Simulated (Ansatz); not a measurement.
# [closo-B5H5]2- (B5H5 (-2)): the relaxed shape and its frontier levels

Aim: characterise [closo-B5H5]2- (B5H5 (-2)) as a singlet: its structure, frontier levels and distribution of charge.

Program: Ansatz 0.2.0, Gaussian basis. Level of theory: RKS PBE0-D4/def2-TZVPD. These are calculated values, not measurements.

Plan: relaxation at PBE0-D4/def2-SVPD; a search for the lowest solution at PBE0-D4/def2-SVP; a single point at PBE0-D4/def2-TZVPD.

## Step 1: Where the work starts

10 atoms, charge -2, spin multiplicity 1.

Atoms are counted from 1 here; the program's logs count them from 0.

Bond lengths: B1–B2 1.862 Å, B1–B3 1.634 Å, B1–B4 1.637 Å, B1–B5 1.862 Å, B1–H6 1.305 Å, B2–B3 1.637 Å, B2–B4 1.636 Å, B2–B5 1.862 Å, B2–H7 1.305 Å, B3–B5 1.636 Å, B3–H8 1.333 Å, B4–B5 1.635 Å, B4–H9 1.329 Å, B5–H10 1.303 Å. Angles: B2–B1–B3 55.4°, B2–B1–B4 55.3°, B2–B1–B5 60.0°, B2–B1–H6 150.0°, B3–B1–B4 97.8°, B3–B1–B5 55.3°, B3–B1–H6 131.3°, B4–B1–B5 55.3°, B4–B1–H6 130.9°, B5–B1–H6 150.0°, B1–B2–B3 55.3°, B1–B2–B4 55.3°, B1–B2–B5 60.0°, B1–B2–H7 150.0°, B3–B2–B4 97.8°, B3–B2–B5 55.3°, B3–B2–H7 131.2°, B4–B2–B5 55.3° and more.

Geometry (Å):

```
B     0.1266    0.6792    0.8231
B     0.6701   -0.8326   -0.1175
B     0.7445    0.6988   -0.6897
B    -0.7461   -0.6989    0.6899
B    -0.7969    0.1518   -0.7055
H     0.2769    1.5014    1.8253
H     1.4836   -1.8436   -0.2595
H     1.5501    1.4539   -1.4365
H    -1.5499   -1.4500    1.4351
H    -1.7589    0.3399   -1.5647
```

The ion is computed in the gas phase, without counter-ions or solvent.

The start is a GFN2-xTB geometry.

## Step 2: Optimising with PBE0-D4/def2-SVPD

File in.yaml:

```yaml
crystal:
  periodic: [false, false, false]
  atoms:
    - {symbol: B, position_ang: [0.126570, 0.679220, 0.823090]}
    - {symbol: B, position_ang: [0.670100, -0.832600, -0.117460]}
    - {symbol: B, position_ang: [0.744480, 0.698830, -0.689740]}
    - {symbol: B, position_ang: [-0.746060, -0.698860, 0.689950]}
    - {symbol: B, position_ang: [-0.796890, 0.151770, -0.705500]}
    - {symbol: H, position_ang: [0.276870, 1.501420, 1.825310]}
    - {symbol: H, position_ang: [1.483610, -1.843570, -0.259490]}
    - {symbol: H, position_ang: [1.550090, 1.453910, -1.436550]}
    - {symbol: H, position_ang: [-1.549910, -1.450040, 1.435110]}
    - {symbol: H, position_ang: [-1.758870, 0.339910, -1.564710]}
basis:
  gaussian: {orbitals: def2-SVPD}
total_charge: -2
hamiltonian: {xc: pbe0, dispersion: d4}
scf: {lower_state_search: "off"}
output: {orbitals: {seedname: orbitals}}
relax: {f_tol: 0.02, max_steps: 100}
```

Started as:

```sh
ansatz run in.yaml --threads 4 --pin off --events-out ev --progress --plain --max-ram 3916MiB
```

After this run come: Searching for the lowest solution, PBE0-D4/def2-SVP; Single point, PBE0-D4/def2-TZVPD.

**Question.** What will the summary of the whole plan be? Wanted: point group; commonest bond, hydrogen aside; HOMO, LUMO at PBE0-D4/def2-TZVPD.

The runs gave:

| quantity | value |
| --- | --- |
| point group | D3h |
| commonest bond, hydrogen aside | B–B, 9 of mean length 1.731 Å |
| HOMO, LUMO at PBE0-D4/def2-TZVPD | 4.20, 6.50 eV |

In words: The molecule keeps its bonding pattern by the stored test; the atoms moved 0.06 Å (rms). No usable vibrations, so a minimum isn't proven. Doubts on the single point: highest occupied level lies above zero.
